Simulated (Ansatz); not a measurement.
# ZrNH (triplet): wave-function methods side by side, def2-TZVPP

The task here is to estimate one member of a computed series from the others.

Method: def2-TZVPP, core rule «outside noble gas», up to 5 orbitals frozen; program: Ansatz 0.2.0, Gaussian basis.

Plan: UHF; ROHF; CCSD(T) on UHF.

2 further runs of the same task are left out: 2 set aside as unsound or not needed.

### The geometry

The geometry is a PBE0/def2-TZVP stationary point (not a proven minimum) of the parent state, kept for this charge and spin. No spin-orbit coupling is included. Elements past krypton take def2 core potentials.

3 atoms, charge 0, spin multiplicity 3.

Atoms are counted from 1 here; the program's logs count them from 0.

Bond lengths: Zr1–N2 1.758 Å, N2–H3 1.012 Å. Angles: Zr1–N2–H3 180.0°.

The first run:

Input file in.yaml:

```yaml
crystal:
  periodic: [false, false, false]
  atoms:
    - {symbol: Zr, position_ang: [0.000000, 0.000000, -1.509417]}
    - {symbol: N, position_ang: [0.000000, 0.000000, 0.248939]}
    - {symbol: H, position_ang: [0.000000, 0.000000, 1.260478]}
basis:
  gaussian: {orbitals: def2-TZVPP}
magnetization: {spin_polarized: true, initial_magnetization: 2}
hamiltonian: {xc: hf}
output: {orbitals: {seedname: orbitals}}
```

Launch:

```console
> ansatz run in.yaml --threads 1 --pin off --events-out ev --progress --plain --max-ram 4096MiB --backend cpu
```

Steps of the session up to this table: UHF; ROHF; CCSD(T) on UHF.

One of the session's tables, all rows but one given; the rest of the session is left out.

| method | from UCCSD(T) (meV) |
| --- | --- |
| ROHF | +8578.7 |
| UHF | +8460.7 |
| UMP2 | ? |
| UCCSD | +510.7 |
| UCCSD(T) | 0 |

Q: Estimate the row for UMP2 from the others.

**Answer.** from UCCSD(T) (meV): +460.7. In the column «from UCCSD(T) (meV)» it lies between UCCSD(T) (0) and UCCSD (+510.7).
